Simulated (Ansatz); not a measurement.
**GaO+ (singlet): B2PLYP, RKS PBE0 over a scan of the distance O1–Ga2, cc-pVDZ**

How well do these functionals follow the top wave-function level for GaO+ (singlet) over a scan of the distance O1–Ga2?

The runs use Ansatz 0.2.0, Gaussian basis; cc-pVDZ, all electrons in the functionals, frozen cores in the correlation of double hybrids and RPA.

The runs, in order: B2PLYP, RKS PBE0, at 1.355 Å; 1.502 Å; 1.671 Å; 1.864 Å; 2.061 Å; 2.332 Å; 2.701 Å; 3.145 Å; 3.627 Å; 4.428 Å; 5.601 Å.

4 further runs of the same task are left out: 4 for a known fault of the program. Runs told in other sessions of the task aren't counted.

**1. The system**

The geometry derives from a PBE0/def2-TZVP stationary point (not a proven minimum). One bond is set to the value named and the two fragments are kept rigid. No spin-orbit coupling is included. The filled d shell of Ga may be among the frozen orbitals whatever the setting's name suggests.

2 atoms, charge 1, spin multiplicity 1.

Atoms are counted from 1 here; the program's logs count them from 0.

Bond lengths: O1–Ga2 1.671 Å.

No dispersion term is added.

The geometry shown and the zero of energy belong to the point 1.671 Å. The yardstick, FCI, and other wave-function levels (R restricted, U unrestricted, valence and pair active spaces) come from earlier runs.

**2. B2PLYP, 1.355 Å**

The input, in.yaml:

```yaml
crystal:
  periodic: [false, false, false]
  atoms:
    - {symbol: O, position_ang: [0.000000, 0.000000, 0.000000]}
    - {symbol: Ga, position_ang: [0.000000, 0.000000, 1.355000]}
basis:
  gaussian: {orbitals: cc-pVDZ}
total_charge: 1
magnetization: {spin_polarized: true, initial_magnetization: 0}
hamiltonian: {xc: {name: B2PLYP}}
correlation: {electrons: outside_noble_gas}
```

Started as:

```sh
ansatz run in.yaml --threads 1 --pin off --events-out ev --progress --plain --max-ram 2816MiB --backend cpu
```

After this run come: B2PLYP, 1.502 Å; B2PLYP, 1.671 Å; B2PLYP, 1.864 Å; B2PLYP, 2.061 Å; B2PLYP, 2.332 Å; B2PLYP, 2.701 Å; B2PLYP, 3.145 Å; B2PLYP, 3.627 Å; B2PLYP, 4.428 Å; B2PLYP, 5.601 Å; RKS PBE0, 1.355 Å; RKS PBE0, 1.502 Å; RKS PBE0, 1.671 Å; RKS PBE0, 1.864 Å; RKS PBE0, 2.061 Å; RKS PBE0, 2.332 Å; RKS PBE0, 2.701 Å; RKS PBE0, 3.145 Å; RKS PBE0, 3.627 Å; RKS PBE0, 4.428 Å; RKS PBE0, 5.601 Å.

Q: Predict the results of all the runs planned. Wanted: span of the FCI curve; largest miss, B2PLYP; largest miss, RKS PBE0.

**Answer**, as computed:

```
              quantity                   value
 span of the FCI curve            392.8 kJ/mol
  largest miss, B2PLYP  +37.3 kJ/mol (1.502 Å)
largest miss, RKS PBE0  +68.2 kJ/mol (5.601 Å)
```

What this shows: RKS PBE0 strays by up to 68.2 kJ/mol, at 5.601 Å. Functionals and the yardstick converge differently with the basis, so part of each miss in cc-pVDZ is the basis.
